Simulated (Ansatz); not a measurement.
## LaAl₂, space group Fd-3m: a scan of one input key

Run with the Python package of Ansatz (0.2.0).

The script, `laal2.py`:
```python
import warnings

import ansatz as az
import pandas as pd
from pymatgen.core import Lattice, Structure
from pymatgen.io.ase import AseAtomsAdaptor

MESH = (5, 5, 5)
FILLING = "fermi_dirac"
WIDTH_EV = 0.15

warnings.simplefilter("ignore", az.DeckWarning)

pmg_structure = Structure(
    Lattice([(0.0, 4.064464, 4.064464), (4.064464, 0.0, 4.064464), (4.064464, 4.064464, 0.0)]),
    ["La", "La", "Al", "Al", "Al", "Al"],
    [
        (0.0, 0.0, 0.0),
        (0.25, 0.25, 0.25),
        (0.625, 0.625, 0.625),
        (0.125, 0.625, 0.625),
        (0.625, 0.125, 0.625),
        (0.625, 0.625, 0.125),
    ],
)
laal2 = az.Crystal.from_ase(AseAtomsAdaptor.get_atoms(pmg_structure))

setup = laal2.calculation()
setup = setup.functional(az.Functional.PBESOL)
setup = setup.kpoints(mesh=MESH).occupations(FILLING, width=WIDTH_EV)
setup = setup.band_table()
typed = setup.input()
rows = []
for value in [4, 6, 9]:
    edited = typed.set(az.key.basis.ecutrho_ratio, value)
    rep = az.Session.from_dict(edited).plan().execute().report
    rows.append((value, rep["free_energy_ev"], rep["n_iterations"], len(rep["eigenvalues_ev"][0]) if "eigenvalues_ev" in rep else 0))
print(pd.DataFrame(rows, columns=["density ratio", "F eV", "iterations", "bands listed"]).round(4).to_string(index=False))
```

`python laal2.py` gives:
```text
 density ratio        F eV  iterations  bands listed
             4 -14423.8542           6            24
             6 -14423.8542           6            24
             9 -14423.8542           6            24
```

Caveats:
- Absolute energies stand on the zero of these potentials, so only differences at equal settings mean something. A total without «per atom» is that of the cell as typed.
- The mesh is modest for a metal, so energies can be off by several to tens of meV an atom and pressures by half a GPa or more; differences at equal mesh fare better.
- A Fermi-Dirac width this large means warm electrons, whose thermal share enters the free energy.
- The structure comes from a database of computed cells and needn't be a stable or known phase.
- The whole script took 9.1 s on 1 thread of Arm Neoverse V1 (shared host), peak memory 0.63 GiB.
